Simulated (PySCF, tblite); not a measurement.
# C5H12BClO: geometry, infrared bands and NMR shifts

What infrared bands and NMR shifts should C5H12BClO (`C=C[C@@H](Cl)[BH2-][O+](C)C`) show?

Programs: tblite 0.8.0 and PySCF 2.14.0, with density-fitted response routines of our own. Each step states its level of theory. These are calculated values for one molecule in the gas phase, unless marked as measured. Atoms count from 0, in the outputs and in this text.

## Step 1: Starting geometry

20 atoms, charge 0, multiplicity 1; geometry from: force field or distance geometry start.

Bonds of the start (Å): C0–C1 1.34, C1–C2 1.49, C2–Cl3 1.81, C2–B4 1.58, B4–O5 1.44, O5–C6 1.39, O5–C7 1.38, C0–H8 1.09, C0–H9 1.07, C1–H10 1.09, C2–H11 1.10, B4–H12 1.21, B4–H13 1.19, C6–H14 1.11, C6–H15 1.13, C6–H16 1.10, C7–H17 1.13, C7–H18 1.10, C7–H19 1.12.

## Step 2: Relaxing the molecule with GFN2-xTB

The job: settings as JSON, then the geometry in Å.

```
{"job": {"kind": "relax", "xc": "GFN2-xTB", "basis": "xTB"}, "charge": 0, "multiplicity": 1}
C      3.072400     0.192600     0.541000
C      2.328400    -0.591100    -0.258100
C      1.096000     0.006500    -0.846100
Cl     1.261900    -0.249600    -2.628100
B     -0.205300    -0.758900    -0.384700
O     -1.444900    -0.025600    -0.412900
C     -1.350200     1.351600    -0.264100
C     -2.445400    -0.584100     0.361000
H      2.778200     1.219400     0.741300
H      3.960700    -0.197000     0.998600
H      2.620000    -1.623100    -0.448500
H      1.105400     1.078100    -0.601400
H     -0.349100    -1.675300    -1.158800
H      0.018400    -1.298900     0.649800
H     -1.149200     1.698200     0.772500
H     -2.398200     1.725800    -0.458400
H     -0.728800     1.861000    -1.020700
H     -3.405300    -0.111500     0.006000
H     -2.493100    -1.663200     0.151400
H     -2.277100    -0.344100     1.437900
```

Command:

```
$ OMP_NUM_THREADS=1 python probes_run.py task.json out
```

One launch serves the whole session: the jobs run in the order shown.

**Question.** This job is followed by: GFN2-xTB harmonic vibrations, gas phase; GIAO PBE0/pcSseg-1 NMR shielding, non-relativistic, gas phase. Predict these results of the whole session: strongest single infrared mode (GFN2-xTB); zero-point energy (GFN2-xTB); ¹³C shifts against TMS (PBE0/pcSseg-1, means over atoms taken as alike); ¹H shifts against TMS (PBE0/pcSseg-1, means over atoms taken as alike); ³⁵Cl shifts against HCl (PBE0/pcSseg-1); ¹¹B shifts against BF3·OEt2 (PBE0/pcSseg-1); ¹⁷O shifts against H2O (PBE0/pcSseg-1).

The runs gave:

| quantity | value |
| --- | --- |
| strongest single infrared mode (GFN2-xTB) | 2451 cm⁻¹, 188 km/mol |
| zero-point energy (GFN2-xTB) | 101.8 kcal/mol |
| ¹³C shifts against TMS (PBE0/pcSseg-1, means over atoms taken as alike) | 150.2, 118.0, 66.5, 63.3 ppm |
| ¹H shifts against TMS (PBE0/pcSseg-1, means over atoms taken as alike) | 6.16, 5.20, 5.08, 3.79, 3.73, 2.65, 2.59 ppm |
| ³⁵Cl shifts against HCl (PBE0/pcSseg-1) | 118 ppm |
| ¹¹B shifts against BF3·OEt2 (PBE0/pcSseg-1) | 1.9 ppm |
| ¹⁷O shifts against H2O (PBE0/pcSseg-1) | 16.2 ppm |

Over 104 steps the energy fell by 0.990 eV; of the close pairs, B4–O5 changed most, 1.441 to 1.638 Å. No mode is imaginary among the 54: a minimum at this level. The strongest single mode, at 2451 cm⁻¹, moves mainly H13. Unscaled tight-binding wavenumbers are off by several per cent, some by more. Its intensities can rank the bands wrongly. C1 (alkene CH) lies farthest downfield among carbon, at 150.2 ppm; an sp2 carbon of a C=C bond. The most deshielded hydrogen is H10 (hydrogen on an alkene CH), at 6.16 ppm: attached to an sp2 carbon and in the plane of the double bond. At PBE0/pcSseg-1: The largest span, 401 ppm, is at Cl3, where the paramagnetic term is -317 ppm.
